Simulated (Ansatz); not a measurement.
This script makes an all-electron equation of state of Mg, space group P6/mmm with Ansatz 0.2.0, Python API.

The script, `mg_eos_lapw.py`:
```python
"""E(V) of Mg on LAPW."""

import ansatz as az
from ase.eos import EquationOfState
from ase.units import GPa
import numpy as np

VECTORS = np.array([
    [3.0503, 0.0, 0.0],
    [-1.52515, 2.641637, 0.0],
    [0.0, 0.0, 3.044838],
])
SITES = [
    ("Mg", (0.0, 0.0, 0.0)),
]


def make_crystal(cell):
    crystal = az.Crystal(lattice=az.Lattice.of(cell))
    for symbol, position in SITES:
        crystal = crystal.atom(symbol, position)
    return crystal


def main() -> None:
    volumes, energies = [], []
    for scale in np.linspace(0.94, 1.06, 5):
        cell = VECTORS * scale ** (1 / 3)
        calculation = (
            make_crystal(cell).calculation()
            .functional("pbesol")
            .occupations("fermi_dirac", width=0.15)
            .kpoints(11, 11, 9)
            .pseudopotentials("all_electron", lapw=True, basis_error=0.001)
        )
        rep = calculation.run(threads=1, pin="off").report
        volumes.append(abs(np.linalg.det(cell)) / len(SITES))
        energies.append(rep["free_energy_ev"] / len(SITES))
        print(f"{scale:.3f} {volumes[-1]:9.4f} A^3/atom {energies[-1]:16.5f} eV/atom  (estimated basis error {1000 * rep['lapw_basis_errors']['total_ev_per_atom']:.2f} meV/atom)")
    v0, e0, bulk = EquationOfState(volumes, energies, eos="birchmurnaghan").fit()
    print(f"V0 = {v0:.4f} A^3/atom, B0 = {bulk / GPa:.1f} GPa")


if __name__ == "__main__":
    main()
```

Estimate the equilibrium volume and the bulk modulus.

A third-order Birch-Murnaghan fit through the 5 points has its minimum at 25.10 Å³ an atom, 2.3 % above the typed cell, with a bulk modulus of 29 GPa and dB/dP = 3.9. From that minimum the energy rises by 16.9 meV an atom on the compressed side and 2.8 meV on the expanded side.

The output:

Output of `python mg_eos_lapw.py`:
```text
0.940   23.0626 A^3/atom      -5439.40711 eV/atom  (estimated basis error 0.34 meV/atom)
0.970   23.7986 A^3/atom      -5439.41746 eV/atom  (estimated basis error 0.35 meV/atom)
1.000   24.5347 A^3/atom      -5439.42284 eV/atom  (estimated basis error 0.34 meV/atom)
1.030   25.2707 A^3/atom      -5439.42391 eV/atom  (estimated basis error 0.34 meV/atom)
1.060   26.0067 A^3/atom      -5439.42126 eV/atom  (estimated basis error 0.34 meV/atom)
V0 = 25.0993 A^3/atom, B0 = 28.6 GPa
```

Reading the output:
- All-electron totals depend on functional, relativistic treatment and basis; only differences at equal settings carry meaning.
- Shape and fractional positions are held along the curve, so the bulk modulus is an upper value where they are free to relax, by a factor of two or more in layered or hydrogen-bonded cells.
- The mesh is modest for a metal, so energies can be off by several to tens of meV an atom and pressures by half a GPa or more; differences at equal mesh fare better.
- The smearing is wide enough that free energy and stress hold a thermal part of the electrons.
- This isn't the structure that Mg takes at ambient conditions.
- Finished in 11 s on 1 thread of Intel(R) Xeon(R) Processor @ 2.30GHz, on a shared host, peak memory 0.36 GiB.
